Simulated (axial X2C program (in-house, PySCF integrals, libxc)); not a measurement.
# A two-component session on TiH⁻: properties at the nuclei

Aim: properties at the nuclei of TiH⁻, with spin–orbit coupling in the Hamiltonian from the start.

Method: two-component X2C with atomic mean-field terms, Ti dyall-acv3z, H dyall-av3z; program: an in-house X2C program for linear molecules on PySCF integrals.

All values are calculated.

## (1) Set-up

task.json

```json
{"zs": [22, 1], "q": -1, "bas": ["dyall-acv3z", "dyall-av3z"], "r0": 1.68, "levels": ["PBE0", "HF", "PBE50", "PBE", "BHandHLYP"], "nst": 3}
```

Keys: zs atomic numbers; q charge; bas basis sets; r0 starting distance in Å; levels methods (HF also brings MP2); nst determinants followed.

Run with:

```
python soeom.py task.json out
```

Further steps of the session: Expectation values, lowest determinant; Expectation values, a higher determinant; Expectation values, a higher determinant.

Before running it: what results should come out? Wanted: lowest state; Eeff magnitude; Ws magnitude Ti; A∥/gI Ti; qzz Ti; higher state; Eeff magnitude; Ws magnitude Ti; A∥/gI Ti.

As calculated:

| quantity | value |
| --- | --- |
| lowest state | Ω = 2 (unpaired: ω = 1/2, ω = 3/2) |
| Eeff magnitude (GV/cm), PBE0 | 0.00299 |
| Ws magnitude Ti (kHz), PBE0 | 0.00195 |
| A∥/gI Ti (MHz), PBE0 | 194 |
| qzz Ti (a.u.), PBE0 | -0.91 |
| higher state | Ω = 4 (unpaired: ω = 3/2, ω = 5/2) |
| Eeff magnitude (GV/cm), PBE0, higher state | 0.00352 |
| Ws magnitude Ti (kHz), PBE0, higher state | 0.000977 |
| A∥/gI Ti (MHz), PBE0, higher state | 152 |
| qzz Ti (a.u.), PBE0, higher state | -0.91 |
| higher state | Ω = 1 (unpaired: ω = -3/2, ω = 5/2) |
| Eeff magnitude (GV/cm), PBE0, higher state | 0.068 |
| Ws magnitude Ti (kHz), PBE0, higher state | 0.0306 |
| A∥/gI Ti (MHz), PBE0, higher state | 39 |
| qzz Ti (a.u.), PBE0, higher state | 0.40 |

**Reading.** In the first state, the effective field runs from 0.00299 to 0.357 GV/cm over the mean-field levels, so the levels don't agree on it. The expectation values come from single determinants. Eeff is the effective electric field on the electron dipole moment in this Ω state and Ws the scalar–pseudoscalar constant (defined with the proton number Z and per Ω); A∥ is the parallel hyperfine constant, which follows by multiplying with the nuclear g factor gI = μI/(I μN); qzz is the electric field gradient, eQq0 = 234.96 MHz × Q/barn × qzz. The operators were transformed with the bare-nucleus X2C matrices. A second determinant lies within 0.1 eV, so which state is lowest is not settled.
